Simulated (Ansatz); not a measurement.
# C6H5F3Ti: the cost of one run

The runs use Ansatz 0.2.0, Gaussian basis; the settings change from run to run.

### 1 The molecule

The geometry comes from an earlier relaxation with PBE0-D4 in a triple-zeta def2 set; it is a stationary point, not always the lowest conformer.

SMILES `[F][Ti]([F])([F])[c]1ccccc1`, 15 atoms, charge 0, spin multiplicity 1.

Atoms are counted from 1 here; the program's logs count them from 0.

Bond lengths: F1–Ti2 1.752 Å, Ti2–F3 1.752 Å, Ti2–F4 1.751 Å, Ti2–C5 2.028 Å, C5–C6 1.397 Å, C5–C10 1.397 Å, C6–C7 1.386 Å, C6–H11 1.086 Å, C7–C8 1.388 Å, C7–H12 1.084 Å, C8–C9 1.388 Å, C8–H13 1.084 Å, C9–C10 1.386 Å, C9–H14 1.084 Å, C10–H15 1.086 Å. Angles: F1–Ti2–F3 113.7°, F1–Ti2–F4 111.6°, F1–Ti2–C5 106.2°, F3–Ti2–F4 111.6°, F3–Ti2–C5 106.3°, F4–Ti2–C5 106.9°, Ti2–C5–C6 120.3°, Ti2–C5–C10 120.4°, C6–C5–C10 119.3°, C5–C6–C7 120.3°, C5–C6–H11 120.5°, C7–C6–H11 119.2°, C6–C7–C8 119.9°, C6–C7–H12 120.0°, C8–C7–H12 120.1°, C7–C8–C9 120.3°, C7–C8–H13 119.8°, C9–C8–H13 119.8° and more.

Geometry (Å):

```
F    -0.7292   -3.3970    0.5223
Ti    0.6479   -2.4978   -0.0821
F     2.0908   -2.6758    0.8960
F     0.9638   -2.8568   -1.7669
C     0.1329   -0.5392    0.0171
C     1.1166    0.4411    0.1658
C     0.7701    1.7834    0.1832
C    -0.5605    2.1561    0.0534
C    -1.5472    1.1909   -0.0914
C    -1.2031   -0.1521   -0.1091
H     2.1604    0.1625    0.2760
H     1.5377    2.5400    0.3004
H    -0.8307    3.2059    0.0683
H    -2.5860    1.4857   -0.1882
H    -1.9852   -0.8978   -0.2155
```

### 2 HF/def2-SVP

This run has atoms shaken by 0.08 Å, high accuracy, the search for lower states set to full.

Input file in.yaml:

```yaml
crystal:
  periodic: [false, false, false]
  atoms:
    - {symbol: F, position_ang: [-0.824006, -3.454825, 0.585529]}
    - {symbol: Ti, position_ang: [0.583987, -2.376391, -0.248290]}
    - {symbol: F, position_ang: [2.151389, -2.770355, 0.994959]}
    - {symbol: F, position_ang: [0.986016, -2.785591, -1.817733]}
    - {symbol: C, position_ang: [0.147873, -0.689668, 0.118226]}
    - {symbol: C, position_ang: [1.125292, 0.419538, 0.247107]}
    - {symbol: C, position_ang: [0.667153, 1.801936, 0.314012]}
    - {symbol: C, position_ang: [-0.674300, 2.120352, 0.175758]}
    - {symbol: C, position_ang: [-1.482712, 1.104743, -0.120870]}
    - {symbol: C, position_ang: [-1.252800, -0.167633, -0.189695]}
    - {symbol: H, position_ang: [2.201383, 0.258364, 0.248738]}
    - {symbol: H, position_ang: [1.375590, 2.563630, 0.350404]}
    - {symbol: H, position_ang: [-0.858100, 3.189187, 0.083086]}
    - {symbol: H, position_ang: [-2.719723, 1.456479, -0.111887]}
    - {symbol: H, position_ang: [-1.959576, -1.032500, -0.232359]}
basis:
  gaussian: {orbitals: def2-SVP}
hamiltonian: {xc: {name: HF}}
accuracy: high
scf: {lower_state_search: full}
output: {forces: true}
```

On the command line:

```sh
$ ansatz run in.yaml --threads 4 --pin off --events-out ev --progress --plain --max-ram 66560MiB --backend cpu
```

**Question.** How long does this run take on 4 threads of AMD EPYC 7R13, shared host, and how much memory does it need?

About 18 s, with a peak of 1.2 GiB.
